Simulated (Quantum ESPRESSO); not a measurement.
Runs of Quantum ESPRESSO 7.5 on PtSe. Symmetry: P-6m2, No. 187, hexagonal system. Conventional cell: a = 3.702 Å, b = 3.702 Å, c = 3.613 Å, α = 90.00°, β = 90.00°, γ = 120.00°. Around Pt (site symmetry -6m2) lie 6 Se at 2.80 Å. Se (site symmetry -6m2) is surrounded by 6 Pt at 2.80 Å. The cell comes from a database or a generator and needn't be the stable form of this composition.

| U | gap on the mesh (eV) | pressure (GPa) |
| --- | --- | --- |
| Pt d U = 6.0 eV | none | -17.6 |
| Pt d U = 2.0 eV | none | (a) |
| Pt d U = 4.0 eV | none | -17.5 |
| Pt d U = 0.0001 eV | none | -16.3 |
| Pt d U = 8.0 eV | none | -17.6 |

Alike in all rows: task Hubbard U by linear response; level PBEsol+U; potentials or basis PseudoDojo 0.4.1 SR PBEsol standard; no spin polarisation; cell as given; k mesh 4 × 4 × 4; cutoff (eV) 1170; smearing fermi-dirac 0.05 eV; the mesh is coarse, so values aren't converged.

Task: Fill in the values left out.

Result: (a) -17.0.

Caveats: all runs use coarse meshes; U without spin polarisation on a metal has little footing.

A k mesh can miss the band edges, and the runs leave out spin-orbit coupling on Pt, Se.

A gap of «none» marks a metal or a gap under the smearing width.
